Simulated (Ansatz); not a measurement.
# BFH5NO2: the cost of one run

Computed with Ansatz 0.2.0, Gaussian basis. Level: PBE0-D4/def2-SVP.

## Step 1: The starting structure

The start, a first-order saddle point found at PBE0-D4 in triple zeta: 10 atoms, charge 0, spin multiplicity 1.

Atoms are counted from 1 here; the program's logs count them from 0.

Bond lengths: B1–N2 1.542 Å, B1–O3 1.363 Å, B1–O4 1.375 Å, N2–H5 1.209 Å, N2–H7 1.010 Å, N2–H8 1.011 Å, O3–H9 0.960 Å, O4–H10 0.959 Å. Angles: N2–B1–O3 112.5°, N2–B1–O4 120.9°, O3–B1–O4 121.4°, B1–N2–H5 79.7°, B1–N2–H7 116.4°, B1–N2–H8 114.4°, H5–N2–H7 116.8°, H5–N2–H8 115.2°, H7–N2–H8 111.2°, B1–O3–H9 111.6°, B1–O4–H10 112.7°.

Coordinates:

```
B    -0.3572    0.1445   -0.2228
N     1.1533   -0.1440   -0.1035
O    -0.9259   -0.4825   -1.2907
O    -0.9018    1.2889    0.3098
H     0.7342   -0.8007    0.8212
F    -0.3551   -1.0246    1.3175
H     1.7440    0.6417    0.1276
H     1.5381   -0.6776   -0.8712
H    -1.8676   -0.3054   -1.3436
H    -0.7622    1.3599    1.2558
```

## Step 2: Dynamics

The input, md/in.yaml:

```yaml
crystal:
  periodic: [false, false, false]
  atoms:
    - {symbol: B, position_ang: [-0.357158, 0.144460, -0.222773]}
    - {symbol: N, position_ang: [1.153312, -0.144000, -0.103521]}
    - {symbol: O, position_ang: [-0.925902, -0.482518, -1.290707]}
    - {symbol: O, position_ang: [-0.901826, 1.288944, 0.309781]}
    - {symbol: H, position_ang: [0.734234, -0.800685, 0.821203]}
    - {symbol: F, position_ang: [-0.355057, -1.024640, 1.317476]}
    - {symbol: H, position_ang: [1.744007, 0.641743, 0.127625]}
    - {symbol: H, position_ang: [1.538099, -0.677623, -0.871216]}
    - {symbol: H, position_ang: [-1.867589, -0.305443, -1.343603]}
    - {symbol: H, position_ang: [-0.762221, 1.359862, 1.255836]}
basis:
  gaussian: {orbitals: def2-SVP}
hamiltonian: {xc: pbe0, dispersion: d4}
md: {n_steps: 60, timestep: 1.0, temperature: 1000, ensemble: nvt_langevin, seed: 262, friction: 0.002, initial_velocities: maxwell_boltzmann}
```

Started as:

```sh
> ansatz run in.yaml --threads 4 --pin off --events-out ev --progress --plain --max-ram 9574MiB
```

**Question.** How long does this run take on 4 threads of Arm Neoverse V1, shared host?

About 68 s.
